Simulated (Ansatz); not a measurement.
**CH6BFGe: one species, many methods**

An exercise on one series of results from a longer session: the logs are not shown, and one member is left open.

The runs use Ansatz 0.2.0, Gaussian basis; functionals in def2-TZVPP, the program's frozen cores in correlated methods.

Levels to be run: PBE-D4, r2SCAN-D4, PBE0-D4, B3LYP-D4, ωB97X-V, ωB97M-V, B2PLYP; CCSD(T)/def2-TZVPP; MP2/def2-QZVPP; extrapolation to the limit.

**Structure used throughout**

An earlier PBE0-D4 in a triple-zeta def2 set relaxation fixed the geometry.

SMILES `C[BH][GeH2][F]`, 10 atoms, charge 0, spin multiplicity 1.

Atoms are counted from 1 here; the program's logs count them from 0.

Bond lengths: C1–B2 1.548 Å, C1–H5 1.091 Å, C1–H6 1.104 Å, C1–H7 1.093 Å, B2–Ge3 2.063 Å, B2–H8 1.197 Å, Ge3–F4 1.753 Å, Ge3–H9 1.544 Å, Ge3–H10 1.543 Å. Angles: B2–C1–H5 117.0°, B2–C1–H6 103.7°, B2–C1–H7 113.4°, H5–C1–H6 106.7°, H5–C1–H7 110.0°, H6–C1–H7 104.9°, C1–B2–Ge3 121.8°, C1–B2–H8 119.9°, Ge3–B2–H8 118.3°, B2–Ge3–F4 110.1°, B2–Ge3–H9 113.5°, B2–Ge3–H10 114.5°, F4–Ge3–H9 104.8°, F4–Ge3–H10 104.7°, H9–Ge3–H10 108.4°.

The first run:

File in.yaml:

```yaml
crystal:
  periodic: [false, false, false]
  atoms:
    - {symbol: C, position_ang: [-1.345424, 0.741787, -0.435500]}
    - {symbol: B, position_ang: [-0.456660, -0.514264, -0.261571]}
    - {symbol: Ge, position_ang: [1.420710, -0.408071, 0.587897]}
    - {symbol: F, position_ang: [2.228664, -1.958734, 0.459956]}
    - {symbol: H, position_ang: [-1.079137, 1.622535, 0.151046]}
    - {symbol: H, position_ang: [-1.209491, 1.014437, -1.497001]}
    - {symbol: H, position_ang: [-2.414098, 0.534461, -0.333720]}
    - {symbol: H, position_ang: [-0.835495, -1.573406, -0.670416]}
    - {symbol: H, position_ang: [1.396302, -0.099668, 2.100412]}
    - {symbol: H, position_ang: [2.377729, 0.589722, -0.098104]}
basis:
  gaussian: {orbitals: def2-TZVPP}
hamiltonian: {xc: pbe, dispersion: d4}
output: {forces: true, orbitals: {seedname: orbitals}}
```

Launch:

```sh
> ansatz run in.yaml --threads 4 --pin off --events-out ev --progress --plain --max-ram 10444MiB
```

Steps of the session up to this table: PBE-D4 (GGA); r2SCAN-D4 (meta-GGA); PBE0-D4 (hybrid); B3LYP-D4 (hybrid); ωB97X-V (range-separated); ωB97M-V (range-separated); B2PLYP (double hybrid); CCSD(T) in def2-TZVPP; MP2 in def2-QZVPP.

One table of the session follows, with a row left open; its other results are not shown here.

| method | atomisation energy (eV) |
| --- | --- |
| PBE-D4 | 35.460 |
| r2SCAN-D4 | 35.342 |
| PBE0-D4 | 35.066 |
| B3LYP-D4 | ? |
| ωB97X-V | 35.312 |
| ωB97M-V | 35.127 |
| B2PLYP | 34.829 |
| HF/def2-TZVPP | 26.745 |
| MP2/def2-TZVPP | 34.769 |
| CCSD/def2-TZVPP | 34.088 |
| CCSD(T)/def2-TZVPP | 34.469 |
| MP2/CBS | 35.450 |
| CCSD(T)/CBS | 35.150 |

Q: Estimate the row for B3LYP-D4 from the others.

**Answer.** atomisation energy (eV): 35.125. In the column «atomisation energy (eV)» it lies between PBE0-D4 (35.066) and ωB97M-V (35.127).
